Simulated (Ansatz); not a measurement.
# Platinum, beta-Sn type under r²SCAN: structure, energy and stiffness

Aim: take platinum in the beta-Sn type structure, relax it, solve it on a dense k-mesh, then scale the cell to 7 volumes from 88 to 112 % of the relaxed one and try a fit of the equation of state. The start is ferromagnetic. The k-meshes are 13×13×9 for the relaxation; 20×20×14 for the dense run; 20×20×14 for the volumes.

Computed with Ansatz 0.2.0 (DFT r2SCAN, plane waves (500 eV) with PAW, scalar-relativistic; PAW files made under PBE, frozen cores solved again for the functional, unless a step says otherwise).

### Step 1. Starting point

It takes space group I4_1/amd (No. 141, tetragonal). The conventional cell has a = 4.879 Å, b = 4.879 Å, c = 2.664 Å, α = 90.00°, β = 90.00°, γ = 90.00°. Pt (site symmetry -4m2) is surrounded by 6 Pt at 2.53 to 2.66 Å.

Structure file:

```xyz
2
Lattice="-2.4393 2.4393 1.3319 2.4393 -2.4393 1.3319 2.4393 2.4393 -1.3319" Properties=species:S:1:pos:R:3 pbc="T T T"
Pt    0.0000    0.0000    0.0000
Pt    0.0000    2.4393    0.6659
```

Starting moments (μB): +1 ×2.

### Step 2. Relaxation of the cell

input.yaml

```yaml
crystal:
  lattice:
    - [-2.4392984224, 2.4392984224, 1.3318569387]
    - [2.4392984224, -2.4392984224, 1.3318569387]
    - [2.4392984224, 2.4392984224, -1.3318569387]
  atoms:
    - { symbol: Pt, position: [0.0, 0.0, 0.0], spin: 1.0 }
    - { symbol: Pt, position: [0.75, 0.25, 0.5], spin: 1.0 }
hamiltonian:
  xc: r2scan
  pseudopotentials:
    kind: paw
    azcp:
      Pt: "pseudopotentials/Pt.paw.azcp"
basis:
  ecutwfc: 500
  fft_grid_basis: typed
kpoints:
  mp_grid: { grid: [13, 13, 9], shift: [0, 0, 0] }
magnetization:
  spin_polarized: true
scf:
  occupations: { method: fermi_dirac, width: 0.05 }
relax:
  max_steps: 60
  f_tol: 0.01
  cell: {}
```

The runs that follow: Dense single point; Equation of state: 88 %; Equation of state: 92 %; Equation of state: 96 %; Equation of state: 100 %; Equation of state: 104 %; Equation of state: 108 %; Equation of state: 112 %.

Q: Predict the outcome of this session. Wanted: space group; conventional cell; volume; shortest distance; gap on the mesh; magnetic state; relative to fcc; V₀, B₀, B₀′.

The runs gave:

```
                      quantity                                  value
space group (spins left aside)                          Cmcm (No. 63)
             conventional cell  a = 2.709 Å, b = 6.642 Å, c = 3.640 Å
                        volume                         16.374 Å³/atom
             shortest distance                                2.600 Å
               gap on the mesh           none (levels filled in part)
                magnetic state                           non-magnetic
               relative to fcc                          +127 meV/atom
                   V₀, B₀, B₀′           16.367 Å³/atom, 241 GPa, 5.4
```

**Reading.** The relaxation enlarged the cell by 3.3 % in volume. What began as beta-Sn type has relaxed into Cmcm. What follows belongs to that structure, not to the type named at the start. The mesh has less symmetry than the lattice, which may have let the distortion in. It lies 127 meV/atom above the element's reference form at the same level (fcc, from a run of its own). The starting moments do not survive. Levels at the Fermi energy are filled in part, as in a metal. The fitted modulus is 241 GPa; letting shape and positions relax at each volume could only lower it.
